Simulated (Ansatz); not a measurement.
Runs of Ansatz 0.2.0 on LaMnIn. It takes space group P-6m2 (No. 187, hexagonal). Conventional cell: a = 4.593 Å, b = 4.593 Å, c = 4.097 Å, α = 90.00°, β = 90.00°, γ = 120.00°. La (site symmetry -6m2) has 6 Mn at 3.35 Å and 6 In at 3.35 Å as nearest neighbours. Around In (site symmetry -6m2) lie 3 Mn at 2.65 Å. Mn (site symmetry -6m2) has 3 In at 2.65 Å as nearest neighbours. The cell comes from a database or a generator and needn't be the stable form of this composition.

```csv
spin,fixed moment (μB),pressure (GPa),moment (μB)
"collinear, ferromagnetic start",3.0,(a),3.00
"collinear, ferromagnetic start",1.0,(b),1.00
"collinear, ferromagnetic start",6.0,8.5,6.00
"collinear, ferromagnetic start",2.0,3.6,2.00
"collinear, program default start",0.0,-0.8,0.00
"collinear, ferromagnetic start",5.0,7.1,5.00
"collinear, ferromagnetic start",8.0,13.4,8.00
"collinear, ferromagnetic start",4.0,5.7,4.00
```

Alike in all rows: task single point; level PBE; potentials or basis Ansatz PAW; cell as given; k mesh 6 × 6 × 6; cutoff (eV) 420; smearing fermi-dirac 0.05 eV.

Question: Fill in the values left out.

Answer: (a) 4.8; (b) 2.1.

Caveats: the total moment is fixed, so each spin has its own Fermi level; the thresholds are loose for stress.
